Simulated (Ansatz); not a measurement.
# PrAs3Au2: the cost of one run

Program: Ansatz 0.2.0. Level of theory: DFT PBE, scalar-relativistic, plane waves, PAW; 4f electrons in the core of a trivalent norm-conserving potential. These are calculated values, not measurements.

### 1 The system as given

It takes space group P6/mmm (No. 191, hexagonal). The conventional cell has a = 6.496 Å, b = 6.496 Å, c = 3.769 Å, α = 90.00°, β = 90.00°, γ = 120.00°. Around Pr (site symmetry 6/mmm) lie 6 Au at 3.75 Å and 12 As at 3.76 Å and 2 Pr at 3.77 Å. As (site symmetry mmm) is surrounded by 4 Au at 2.66 Å and 4 Pr at 3.76 Å. Au (site symmetry -6m2) is surrounded by 6 As at 2.66 Å.

Structure file:

```cif
data_structure
_symmetry_space_group_name_H-M 'P 1'
_symmetry_Int_Tables_number 1
_cell_length_a 6.4962
_cell_length_b 6.4962
_cell_length_c 3.7690
_cell_angle_alpha 90.000
_cell_angle_beta 90.000
_cell_angle_gamma 120.000
_cell_volume 137.75
loop_
_atom_site_label
_atom_site_type_symbol
_atom_site_fract_x
_atom_site_fract_y
_atom_site_fract_z
_atom_site_occupancy
Pr1 Pr 0.00000 0.00000 0.50000 1
As1 As 0.00000 0.50000 0.00000 1
As2 As 0.50000 0.00000 0.00000 1
As3 As 0.50000 0.50000 0.00000 1
Au1 Au 0.33333 0.66667 0.50000 1
Au2 Au 0.66667 0.33333 0.50000 1
```

Recipe of the guess: species swapped into a database cell of TmB2Ir3 (P6/mmm, No. 191), with Pr on the Tm sites, Au on the B sites and As on the Ir sites. The dimensions are guesses.

### 2 Probe: one point on a coarse mesh

Contents of input.yaml:

```yaml
crystal:
  lattice:
    - [6.49619973, 0.0, 0.0]
    - [-3.24809987, 5.625874, 0.0]
    - [0.0, 0.0, 3.76902617]
  atoms:
    - { symbol: Pr, position: [0.0, 0.0, 0.5] }
    - { symbol: As, position: [0.0, 0.5, 0.0] }
    - { symbol: As, position: [0.5, 0.0, 0.0] }
    - { symbol: As, position: [0.5, 0.5, 0.0] }
    - { symbol: Au, position: [0.33333333, 0.66666667, 0.5] }
    - { symbol: Au, position: [0.66666667, 0.33333333, 0.5] }
basis:
  ecutwfc: 660
kpoints:
  mp_grid: { grid: [3, 3, 4] }
hamiltonian:
  xc: pbe
  pseudopotentials:
    kind: paw
    azcp: { Pr: "pseudopotentials/pbe/nc/lanthanide_3plus/Pr.nc.azcp" }
scf:
  occupations: { method: gaussian, width: 0.1 }
  lower_state_search: "off"
output:
  forces: true
  stress: true
  eigenvalues: true
```

Command:

```
$ ansatz run input.yaml --threads 1 --pin off --max-ram 2560MiB --backend cpu --events-out ev --progress --plain --runs-dir out
```

Q: Estimate wall time and peak memory on 1 thread of Intel Xeon at 2.70GHz, shared host.

About 13 s, with a peak of 0.53 GiB.
